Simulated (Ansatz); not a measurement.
Run this with the Python package of Ansatz (0.2.0) and show what comes out.

`scan.py`
```python
'''Stretching a bond of C2H5Si2, the rest held rigid.'''

import ansatz as az
import numpy as np

molecule = (
    az.Crystal.molecule()
    .atom('Si', (-0.0215, 2.4113, -1.3365))
    .atom('C', (0.0737, 0.8316, -0.4342))
    .atom('C', (0.1355, -0.2085, 0.141))
    .atom('Si', (0.3733, -1.8269, 1.0649))
    .atom('H', (-0.4923, 2.2218, -2.7711))
    .atom('H', (-1.0631, 3.3581, -0.6899))
    .atom('H', (-0.9845, -2.5344, 1.0874))
    .atom('H', (1.3353, -2.7048, 0.4063))
    .atom('H', (0.7321, -1.5945, 2.5149))
)

symbols = [site.symbol for site in molecule.cartesian_sites]
start = np.array([site.position_ang for site in molecule.cartesian_sites])
axis = (start[3] - start[2]) / np.linalg.norm(start[3] - start[2])
moving = [3, 6, 7, 8]
lengths, energies = [1.653, 1.728, 1.804, 1.879, 1.954, 2.029, 2.104, 2.217], []
for length in lengths:
    xyz = start.copy()
    xyz[moving] += (length - np.linalg.norm(start[3] - start[2])) * axis
    point = az.Crystal.molecule()
    for symbol, place in zip(symbols, xyz):
        point = point.atom(symbol, place.tolist())
    model = (
        point.calculation()
        .basis(gaussian='cc-pVDZ')
        .functional('b3lyp', dispersion='d3bj')
        .spin('collinear', total=1)
        .accuracy('medium')
        .scf(lower_state_search='standard')
    )
    rep = model.run(threads=1).report
    energies.append(rep['free_energy_ev'])
    print(f'r = {length:6.3f} A  E = {energies[-1]:.5f} eV  <S^2> = {abs(rep["mean_field"]["state"]["spin_squared"]):.3f}')

# quartic fit about the minimum
fit = np.polynomial.Polynomial.fit(lengths, np.array(energies) - min(energies), 4).convert()
roots = [r.real for r in fit.deriv().roots() if abs(r.imag) < 1e-9 and fit.deriv(2)(r.real) > 0]
r_e = min(roots, key=lambda r: abs(r - lengths[int(np.argmin(energies))]))
print(f'minimum of the fit at {r_e:.4f} A, force constant {fit.deriv(2)(r_e):.2f} eV/A^2')
```

```console
$ python scan.py
r =  1.653 A  E = -17908.44513 eV  <S^2> = 0.754
r =  1.728 A  E = -17908.78403 eV  <S^2> = 0.754
r =  1.804 A  E = -17908.92866 eV  <S^2> = 0.754
r =  1.879 A  E = -17908.92889 eV  <S^2> = 0.754
r =  1.954 A  E = -17908.82769 eV  <S^2> = 0.754
r =  2.029 A  E = -17908.65510 eV  <S^2> = 0.754
r =  2.104 A  E = -17908.43372 eV  <S^2> = 0.754
r =  2.217 A  E = -17908.04495 eV  <S^2> = 0.754
minimum of the fit at 1.8406 A, force constant 21.58 eV/A^2
```

Reading the output:
- These settings explore the input space; basis and method may be short of convergence.
- The rest of the molecule is held rigid at a force-field or estimated start geometry, and the basis set is modest; single-reference methods fail as a bond breaks.
- The run takes the species as open-shell (spin multiplicity 2), which needn't be its ground state.
- b3lyp holds the VWN-RPA fit, as in Gaussian; the form of ORCA and Turbomole is b3lyp5.
- Hardware and time: 41 s on 1 thread of Arm Neoverse V1, on a shared host, peak memory 0.29 GiB.
